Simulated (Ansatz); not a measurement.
# SrCdAgC6N6: the cost of one run

Program: Ansatz 0.2.0. Level of theory: DFT PBE, scalar-relativistic, plane waves, PAW. These are calculated values, not measurements.

## (1) The system as given

It takes space group F-43m (No. 216, cubic). Conventional cell: a = 10.579 Å, b = 10.579 Å, c = 10.579 Å, α = 90.00°, β = 90.00°, γ = 90.00°. Sr (site symmetry -43m) has 12 N at 3.78 Å and 12 C at 3.79 Å in its first shell of neighbours. Cd (site symmetry -43m) is surrounded by 6 N at 2.10 Å. Around Ag (site symmetry -43m) lie 6 C at 2.02 Å. Around C (site symmetry 2mm) lie 1 N at 1.17 Å and 1 Ag at 2.02 Å. Around N (site symmetry 2mm) lie 1 C at 1.17 Å.

Coordinates:

```xyz
15
Lattice="0.0000 5.2895 5.2895 5.2895 0.0000 5.2895 5.2895 5.2895 0.0000" Properties=species:S:1:pos:R:3 pbc="T T T"
Sr    7.9343    7.9343    7.9343
Cd    5.2895    5.2895    5.2895
Ag    0.0000    0.0000    0.0000
C     2.0220    5.2895    5.2895
C     5.2895    5.2895    2.0220
C     5.2895    8.5570    5.2895
C     8.5570    5.2895    5.2895
C     5.2895    5.2895    8.5570
C     5.2895    2.0220    5.2895
N     3.1920    5.2895    5.2895
N     5.2895    5.2895    3.1920
N     5.2895    7.3870    5.2895
N     7.3870    5.2895    5.2895
N     5.2895    5.2895    7.3870
N     5.2895    3.1920    5.2895
```

A structure generator made this guess: cyanide-bridged rock-salt net of two metals, 1 guest cations a cell (F-43m, No. 216). Lengths come from tabulated atomic sizes and are only a guess.

## (2) A first look at the guess

File input.yaml:

```yaml
crystal:
  lattice:
    - [0.0, 5.2895, 5.2895]
    - [5.2895, 0.0, 5.2895]
    - [5.2895, 5.2895, 0.0]
  atoms:
    - { symbol: Sr, position: [0.75, 0.75, 0.75] }
    - { symbol: Cd, position: [0.5, 0.5, 0.5] }
    - { symbol: Ag, position: [0.0, 0.0, 0.0] }
    - { symbol: C, position: [0.80886662, 0.19113338, 0.19113338] }
    - { symbol: C, position: [0.19113338, 0.19113338, 0.80886662] }
    - { symbol: C, position: [0.80886662, 0.19113338, 0.80886662] }
    - { symbol: C, position: [0.19113338, 0.80886662, 0.80886662] }
    - { symbol: C, position: [0.80886662, 0.80886662, 0.19113338] }
    - { symbol: C, position: [0.19113338, 0.80886662, 0.19113338] }
    - { symbol: "N", position: [0.69827016, 0.30172984, 0.30172984] }
    - { symbol: "N", position: [0.30172984, 0.30172984, 0.69827016] }
    - { symbol: "N", position: [0.69827016, 0.30172984, 0.69827016] }
    - { symbol: "N", position: [0.30172984, 0.69827016, 0.69827016] }
    - { symbol: "N", position: [0.69827016, 0.69827016, 0.30172984] }
    - { symbol: "N", position: [0.30172984, 0.69827016, 0.30172984] }
basis:
  ecutwfc: 420
kpoints:
  mp_grid: { grid: [4, 4, 4] }
hamiltonian:
  xc: pbe
scf:
  occupations: { method: gaussian, width: 0.1 }
  lower_state_search: "off"
output:
  forces: true
  stress: true
  eigenvalues: true
```

On the command line:

```bash
> ansatz run input.yaml --threads 1 --pin off --max-ram 2560MiB --backend cpu --events-out ev --progress --plain --runs-dir out
```

**Question.** How long does this run take on 1 thread of Intel Xeon Platinum 8259CL at 2.50GHz (Skylake/Cascade Lake), shared host, and how much memory does it need?

About 14 s, with a peak of 0.61 GiB.
